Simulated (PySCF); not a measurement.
OZnBrH, in a box:

```
CELL_PARAMETERS angstrom
13.00000 0.00000 0.00000
0.00000 12.00000 0.00000
0.00000 0.00000 12.00000
ATOMIC_POSITIONS crystal
O 0.41146 0.59638 0.46727
Zn 0.50932 0.50828 0.51954
Br 0.63570 0.40712 0.59211
H 0.36630 0.56310 0.41356
```

Base run:

* Program: PySCF 2.14.0
* Functional: RPBE
* Potentials or basis: 6-31g* (all-electron)
* k mesh: 1 × 1 × 1
* Occupations: fixed
* Spin: no spin polarisation

Its results: gap between the frontier levels 4.48 eV.

Q: The run is repeated on the same cell with these changes: functional from RPBE to LDA. What comes out?

A: Gap between the frontier levels 4.40 eV.

Caveats: this is a molecule in a periodic box at the Γ point, so its band gap is the HOMO-LUMO gap; relativity is left out, which matters for the heavier elements; the basis of atomic orbitals isn't converged, which shifts pressures, moduli and gaps.

